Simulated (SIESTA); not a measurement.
Runs of SIESTA 5.4.2 on ScTaN. Symmetry: P-3m1, No. 164, trigonal system. Conventional cell: a = 3.085 Å, b = 3.085 Å, c = 10.340 Å, α = 90.00°, β = 90.00°, γ = 120.00°. Ta (site symmetry 3m) is surrounded by 3 N at 2.20 Å. Sc (site symmetry -3m) is surrounded by 6 Sc at 3.09 Å and 6 Ta at 3.10 Å. Around Sc (site symmetry -3m) lie 6 N at 2.23 Å. Around N (site symmetry 3m) lie 3 Ta at 2.20 Å and 3 Sc at 2.23 Å. The cell comes from a database or a generator and needn't be the stable form of this composition.

| task | level | potentials or basis | cell | gap on the mesh (eV) | pressure (GPa) | largest force (eV/Å) |
| --- | --- | --- | --- | --- | --- | --- |
| single point | PBE | PseudoDojo 0.4 standard (PBE files), DZP (energy shift 0.003 Ry; two zetas on semicore shells) | atoms moved at random, drawn with an rms of 0.05 Å | none | 3.4 | 1.85 |
| single point | PBE | PseudoDojo 0.4 standard (PBE files), DZP (energy shift 0.003 Ry; two zetas on semicore shells) | as given | none | 0.9 | (a) |
| band structure | PBEsol | PseudoDojo 0.4 standard (PBEsol files), DZP (energy shift 0.003 Ry; two zetas on semicore shells) | as given | none | -5.2 | 0.08 |
| single point | PBEsol | PseudoDojo 0.4 standard (PBEsol files), DZP (energy shift 0.003 Ry; two zetas on semicore shells) | atoms moved at random, drawn with an rms of 0.05 Å | none | -2.8 | 1.50 |
| single point | PBEsol | PseudoDojo 0.4 standard (PBEsol files), DZP (energy shift 0.003 Ry; two zetas on semicore shells) | as given | none | -5.2 | 0.08 |

Alike in all rows: no spin polarisation; k mesh 10 × 10 × 3; smearing fermi-dirac 0.05 eV; grid cutoff 800 Ry; energy shift 0.003 Ry.

Problem. Estimate the missing entries.

Solution. (a) 0.31.

Caveats: short orbitals over semicore shells can move pressures by several GPa; the basis of atomic orbitals isn't converged, which shifts pressures, moduli and gaps; spin-orbit coupling is left out, which moves the levels of the heavy elements (some runs).

A k mesh can miss the band edges, and the runs leave out spin-orbit coupling on Ta.

A gap of «none» marks a metal or a gap under the smearing width.
